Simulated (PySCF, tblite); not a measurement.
**C₅H₁₁B₂FO: geometry, infrared bands and NMR shifts**

Aim: predict the infrared bands and NMR shifts of C₅H₁₁B₂FO (`C=C(C)B(CBF)OC`).

Computed with tblite 0.8.0 and PySCF 2.14.0, with density-fitted response routines of our own, on a single molecule in the gas phase. Atoms are numbered from 0 throughout.

## 1. Starting geometry

20 atoms, charge 0, multiplicity 1; geometry from: force field or distance geometry start.

Bonds of the start (Å): C0–C1 1.33, C1–C2 1.49, C1–B3 1.58, B3–C4 1.59, C4–B5 1.58, B5–F6 1.44, B3–O7 1.47, O7–C8 1.37, C0–H9 1.09, C0–H10 1.07, C2–H11 1.10, C2–H12 1.11, C2–H13 1.11, C4–H14 1.11, C4–H15 1.12, B5–H16 1.19, C8–H17 1.12, C8–H18 1.13, C8–H19 1.11.

## 2. Optimising the geometry with GFN2-xTB

The job: settings as JSON, then the geometry in Å.

```
{"job": {"kind": "relax", "xc": "GFN2-xTB", "basis": "xTB"}, "charge": 0, "multiplicity": 1}
C      1.707200     1.430500     0.135300
C      1.282000     0.198200    -0.103100
C      2.304100    -0.828100    -0.466000
B     -0.233500    -0.214900     0.013600
C     -1.251200     1.001900    -0.142900
B     -1.364800     1.884400     1.159800
F     -0.705400     1.583400     2.402700
O     -0.563100    -1.394400    -0.804300
C     -1.585800    -2.160400    -0.297900
H      1.046700     2.248900     0.419900
H      2.755400     1.641400     0.035400
H      1.878200    -1.623900    -1.102100
H      2.701600    -1.207500     0.498800
H      3.114500    -0.287000    -1.000600
H     -2.250600     0.670400    -0.487500
H     -0.764400     1.664600    -0.907000
H     -2.331200     2.580900     1.220300
H     -2.318500    -1.599400     0.331300
H     -2.196300    -2.523900    -1.172800
H     -1.230300    -3.054600     0.264100
```

Launch:

```
> OMP_NUM_THREADS=1 python probes_run.py task.json out
```

This one command runs all jobs of the session in turn.

**Question.** This job is followed by: GFN2-xTB harmonic vibrations, gas phase; GIAO PBE0/pcSseg-1 NMR shielding, non-relativistic, gas phase. What will the session give for the following? strongest single infrared mode (GFN2-xTB); zero-point energy (GFN2-xTB); 13C shifts against TMS (PBE0/pcSseg-1); 1H shifts against TMS (PBE0/pcSseg-1, means over atoms taken as alike); 11B shifts against BF3·OEt2 (PBE0/pcSseg-1); 19F shifts against CFCl3 (PBE0/pcSseg-1); 17O shifts against H2O (PBE0/pcSseg-1).

As calculated:

| quantity | value |
| --- | --- |
| strongest single infrared mode (GFN2-xTB) | 1314 cm⁻¹, 446 km/mol |
| zero-point energy (GFN2-xTB) | 98.3 kcal/mol |
| 13C shifts against TMS (PBE0/pcSseg-1) | 159.6, 139.2, 56.4, 25.5, 25.4 ppm |
| 1H shifts against TMS (PBE0/pcSseg-1, means over atoms taken as alike) | 6.31, 6.05, 5.61, 4.24, 1.92, 1.69 ppm |
| 11B shifts against BF3·OEt2 (PBE0/pcSseg-1) | 54.5, 41.5 ppm |
| 19F shifts against CFCl3 (PBE0/pcSseg-1) | -9.2 ppm |
| 17O shifts against H2O (PBE0/pcSseg-1) | 171.2 ppm |

In words: The optimisation took 155 steps and gained 1.778 eV; among the close pairs (by a distance rule), B3–O7 changed most, from 1.473 to 1.334 Å. No mode is imaginary among the 54: a minimum at this level. The strongest single mode, at 1314 cm⁻¹, moves mainly B3 and O7. Unscaled tight-binding wavenumbers are off by several per cent, some by more. Its intensities can rank the bands wrongly. The most deshielded carbon is C1 (fully substituted alkene carbon), at 159.6 ppm: as expected for a trigonal carbon in a double bond. At PBE0/pcSseg-1: Shielding is most anisotropic at F6 (span 477 ppm, paramagnetic term -287 ppm).
